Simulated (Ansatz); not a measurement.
# Ir (reference phase): the cost of one run

Program: Ansatz 0.2.0. Level of theory: DFT LDA, with the methods named in each step. These are calculated values, not measurements.

### 1 Starting point

Symmetry: Fm-3m, No. 225, cubic system. The conventional cell has a = 3.839 Å, b = 3.839 Å, c = 3.839 Å, α = 90.00°, β = 90.00°, γ = 90.00°. Ir (site symmetry m-3m) has 12 Ir at 2.71 Å as nearest neighbours.

Structure file:

```cif
data_structure
_symmetry_space_group_name_H-M 'P 1'
_symmetry_Int_Tables_number 1
_cell_length_a 2.7149
_cell_length_b 2.7149
_cell_length_c 2.7149
_cell_angle_alpha 60.000
_cell_angle_beta 60.000
_cell_angle_gamma 60.000
_cell_volume 14.15
loop_
_atom_site_label
_atom_site_type_symbol
_atom_site_fract_x
_atom_site_fract_y
_atom_site_fract_z
_atom_site_occupancy
Ir1 Ir 0.00000 0.00000 0.00000 1
```

### 2 Relaxed, PAW

The input, input.yaml:

```yaml
crystal:
  lattice:
    - [0.0, 1.9197, 1.9197]
    - [1.9197, 0.0, 1.9197]
    - [1.9197, 1.9197, 0.0]
  atoms:
    - { symbol: Ir, position: [0.0, 0.0, 0.0] }
kpoints:
  mp_grid: { grid: [23, 23, 23] }
scf:
  occupations: { method: fermi_dirac, width: 0.05 }
hamiltonian:
  xc: lda
  pseudopotentials: { kind: paw }
output:
  forces: true
  stress: true
relax:
  f_tol: 0.003
  max_steps: 80
  cell: {}
```

On the command line:

```bash
$ ansatz run input.yaml --threads 1 --pin off --max-ram 3072MiB --backend cpu --events-out ev --progress --plain --runs-dir out
```

**Question.** How long does this run take on 1 thread of Arm Neoverse V1, shared host, and how much memory does it need?

About 17 s, with a peak of 0.34 GiB.
